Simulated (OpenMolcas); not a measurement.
# CHFGaN (SMILES N#[C][GaH][F]) at 6 levels

Wanted: a comparison of 6 runs (HF/cc-pVDZ, BLYP/cc-pVDZ, M06-2X/cc-pVDZ, SVWN5/cc-pVDZ, revPBE/cc-pVDZ, B3LYP/6-31G*) of CHFGaN. 

The calculation is run with OpenMolcas 26.06.

1 further run of the same task is left out (set aside as unsound or not needed).

**1. Starting point**

CHFGaN: 5 atoms, total charge 0, spin state singlet. SMILES: `N#[C][GaH][F]`. Geometry: relaxed at PBE0-D4/def2-TZVP.

Bond lengths: N1–C2 1.152 Å, C2–Ga3 1.931 Å, Ga3–F4 1.741 Å, Ga3–H5 1.539 Å. Angles: N1–C2–Ga3 177.5°, C2–Ga3–F4 112.3°, C2–Ga3–H5 127.5°, F4–Ga3–H5 120.2°.

**2. Energy and forces at HF/cc-pVDZ (run 1)**

Input file geom.xyz:

```xyz
5

N      1.214000    -1.657200     1.266000
C      0.641000    -0.864700     0.656300
Ga    -0.259700     0.519000    -0.345500
F     -1.724700    -0.053500    -1.092600
H      0.179200     1.982700    -0.525600
```

Input file calc.input:

```
>>> EXPORT MOLCAS_PRINT=2

&GATEWAY
  BasLib = $CurrDir
  Coord = geom.xyz
  Basis = cc-pVDZ
  Group = NoSym

&SEWARD

&SCF
  Thresholds = 1e-10 1e-07 1e-07 1e-05
  PrOrbitals = 1 1

&ALASKA
```

The basis set cc-pVDZ is read from a file made from the Basis Set Exchange's data (not shown).

Started as:

```bash
$ export MOLCAS_MEM=1860
$ pymolcas calc.input > calc.log
```

The log of the run:

```text
--- Start Module: gateway ---
[...]
--- Stop Module: gateway /rc=_RC_ALL_IS_WELL_ ---
[...]
      Basis functions           74
[...]
--- Start Module: scf ---
[...]
       Convergence after  15 Iterations
[...]
::    Total SCF energy                              -2115.6028225489
[...]
      Total spin, S                                     0.0000000000
[...]
      Total electronic charge=   54.000000
      Total            charge=   -0.000000
[...]
      Dipole Moment (debye):
      Origin of the operator (angstrom)=   -0.2244    0.0276   -0.1696
                   X=  4.1995E-01               Y=  3.3046E+00               Z= -7.6704E-01           Total=  3.4183E+00
      Quadrupole Moment (debye*angstrom):
[...]
--- Stop Module: scf /rc=_RC_ALL_IS_WELL_ ---
[...]
--- Start Module: alaska ---
[...]
 *              Molecular gradients               *
 **************************************************
  Irreducible representation: a
 ------------------------------------------------------------------------------------------
                              X                       Y                       Z
 ------------------------------------------------------------------------------------------
  N1                1.62351262120346E-02   -2.21690774599850E-02    1.71832601129900E-02
  C2               -2.05228974897637E-02    2.71162928655015E-02   -2.14387790187096E-02
  GA3               2.43452353007356E-03   -4.71777733910272E-03    3.01364202645260E-03
  F4                2.69006693685014E-03    7.09397637866260E-04    1.47807023486024E-03
  H5               -8.36819189199645E-04   -9.38835704276109E-04   -2.36193355566794E-04
 ------------------------------------------------------------------------------------------
--- Stop Module: alaska /rc=_RC_ALL_IS_WELL_ ---
[...]
```

Wall time 10 s (1 thread of Arm Neoverse N1, shared host); peak memory 0.43 GiB.

**3. Energy and forces at BLYP/cc-pVDZ (run 2)**

Input file run.inp:

```
* CHFGaN Kohn-Sham DFT
>>> EXPORT MOLCAS_PRINT=2

&GATEWAY
  BasLib=$CurrDir
  BasisSet
  N.cc-pVDZ....
  N1 1.214000 -1.657200 1.266000 angstrom
  End of Basis
  BasisSet
  C.cc-pVDZ....
  C2 0.641000 -0.864700 0.656300 angstrom
  End of Basis
  BasisSet
  Ga.cc-pVDZ....
  Ga3 -0.259700 0.519000 -0.345500 angstrom
  End of Basis
  BasisSet
  F.cc-pVDZ....
  F4 -1.724700 -0.053500 -1.092600 angstrom
  End of Basis
  BasisSet
  H.cc-pVDZ....
  H5 0.179200 1.982700 -0.525600 angstrom
  End of Basis

&SEWARD
  GridInput
  Grid=UltraFine
  End of Grid

&SCF
  KSDFT=BLYP
  Thresholds=1e-10 1e-07 1e-07 1e-05
  PrOrbitals=1

&ALASKA
```

The basis set cc-pVDZ is read from a file made from the Basis Set Exchange's data (not shown).

Started as:

```bash
$ export MOLCAS_MEM=1860
$ pymolcas run.inp > run.log
```

The log of the run:

```text
--- Start Module: gateway ---
[...]
--- Stop Module: gateway /rc=_RC_ALL_IS_WELL_ ---
[...]
      Basis functions           74
[...]
--- Start Module: scf ---
[...]
       Convergence after  17 Iterations
[...]
::    Total KS-DFT energy                           -2118.1885989874
[...]
      Total spin, S                                     0.0000000000
[...]
      Total electronic charge=   54.000000
      Total            charge=   -0.000000
[...]
      Dipole Moment (debye):
      Origin of the operator (angstrom)=   -0.2244    0.0276   -0.1696
                   X=  8.9015E-02               Y=  2.7957E+00               Z= -8.1723E-01           Total=  2.9140E+00
      Quadrupole Moment (debye*angstrom):
[...]
--- Stop Module: scf /rc=_RC_ALL_IS_WELL_ ---
[...]
--- Start Module: alaska ---
[...]
 *              Molecular gradients               *
 **************************************************
  Irreducible representation: a
 ------------------------------------------------------------------------------------------
                              X                       Y                       Z
 ------------------------------------------------------------------------------------------
  N1               -2.88924144625877E-02    4.02650347854632E-02   -3.08403683487093E-02
  C2                2.47112006615249E-02   -3.44298312359759E-02    2.63745996726439E-02
  GA3              -1.36666035522310E-02   -7.68096997979129E-03   -6.23831596963709E-03
  F4                1.91895732948346E-02    7.04077541772286E-03    9.92882677638640E-03
  H5               -1.34175594150454E-03   -5.19500898754810E-03    7.75257869301327E-04
 ------------------------------------------------------------------------------------------
--- Stop Module: alaska /rc=_RC_ALL_IS_WELL_ ---
[...]
```

Wall time 36 s (1 thread of Arm Neoverse N1, shared host); peak memory 0.43 GiB.

Runs 3 to 5 aren't shown in full; the table further down has their settings and results.

**4. Energy and forces at B3LYP/6-31G(d) (spherical functions) (run 6)**

Input file job.input:

```
>>> EXPORT MOLCAS_PRINT=2
&GATEWAY
BasLib
$CurrDir
Coord
5
angstrom
N        1.214000      -1.657200       1.266000
C        0.641000      -0.864700       0.656300
Ga      -0.259700       0.519000      -0.345500
F       -1.724700      -0.053500      -1.092600
H        0.179200       1.982700      -0.525600
Basis
6-31Gs
Group
NoSym
&SEWARD
GridInput
Grid=UltraFine
End of Grid
&SCF
KSDFT
B3LYP
Thresholds
1e-10 1e-07 1e-07 1e-05
PrOrbitals
1
&ALASKA
```

The basis set 6-31G* is read from a file made from the Basis Set Exchange's data (not shown).

Started as:

```bash
$ export MOLCAS_MEM=1860
$ pymolcas job.input > job.log
```

The log of the run:

```text
--- Start Module: gateway ---
[...]
--- Stop Module: gateway /rc=_RC_ALL_IS_WELL_ ---
[...]
      Basis functions           76
[...]
--- Start Module: scf ---
[...]
       Convergence after  15 Iterations
[...]
::    Total KS-DFT energy                           -2117.9353997397
[...]
      Total spin, S                                     0.0000000000
[...]
      Total electronic charge=   54.000000
      Total            charge=   -0.000000
[...]
      Dipole Moment (debye):
      Origin of the operator (angstrom)=   -0.2244    0.0276   -0.1696
                   X=  1.0741E-01               Y=  2.9917E+00               Z= -8.6684E-01           Total=  3.1166E+00
      Quadrupole Moment (debye*angstrom):
[...]
--- Stop Module: scf /rc=_RC_ALL_IS_WELL_ ---
[...]
--- Start Module: alaska ---
[...]
 *              Molecular gradients               *
 **************************************************
  Irreducible representation: a
 ------------------------------------------------------------------------------------------
                              X                       Y                       Z
 ------------------------------------------------------------------------------------------
  N1               -1.39624351209005E-02    1.98254346457389E-02   -1.50202895227487E-02
  C2                1.22663625477567E-02   -1.81722128592179E-02    1.34327458079114E-02
  GA3              -4.41487091951132E-04    9.71497793511134E-04   -5.82983517574465E-04
  F4                3.44823290675578E-03    1.14370181945311E-03    1.82166351018331E-03
  H5               -1.31067324164857E-03   -3.76842139943356E-03    3.48863722212767E-04
 ------------------------------------------------------------------------------------------
--- Stop Module: alaska /rc=_RC_ALL_IS_WELL_ ---
[...]
```

It took 31 s on 1 thread of Arm Neoverse N1, shared host; peak memory 0.43 GiB.

**5. All runs side by side**

```csv
run,level,integration grid,energy (Eh),dipole moment (D),HOMO energy (eV),LUMO energy (eV),wall time
1,HF/cc-pVDZ,–,-2115.602823,3.42,-13.19,0.44,10 s
2,BLYP/cc-pVDZ,UltraFine,-2118.188599,2.91,-8.12,-3.12,36 s
3,M06-2X/cc-pVDZ,UltraFine,-2118.092071,3.13,-11.33,-1.84,43 s
4,SVWN5/cc-pVDZ,UltraFine,-2113.693641,3.03,-8.38,-3.48,26 s
5,revPBE/cc-pVDZ,UltraFine,-2117.950433,2.92,-8.19,-3.10,36 s
6,B3LYP/6-31G* (spherical functions),UltraFine,-2117.935400,3.12,-9.63,-2.69,31 s
```

**6. Results**

```
                       quantity           value
            run 6: total energy  -2117.93540 Eh
           run 6: dipole moment          3.12 D
             run 6: HOMO energy        -9.63 eV
             run 6: LUMO energy        -2.69 eV
           run 6: HOMO–LUMO gap         6.95 eV
run 6: largest force on an atom      1.467 eV/Å
```

What this shows: The dipole moment (its size) runs from 2.91 D (BLYP/cc-pVDZ) to 3.42 D (HF/cc-pVDZ). The HOMO–LUMO gap runs from 4.90 eV (SVWN5/cc-pVDZ) to 13.63 eV (HF/cc-pVDZ). Exact exchange widens orbital gaps. Totals of different functionals can't be ranked against each other. All runs together took 3 min, the longest 43 s.
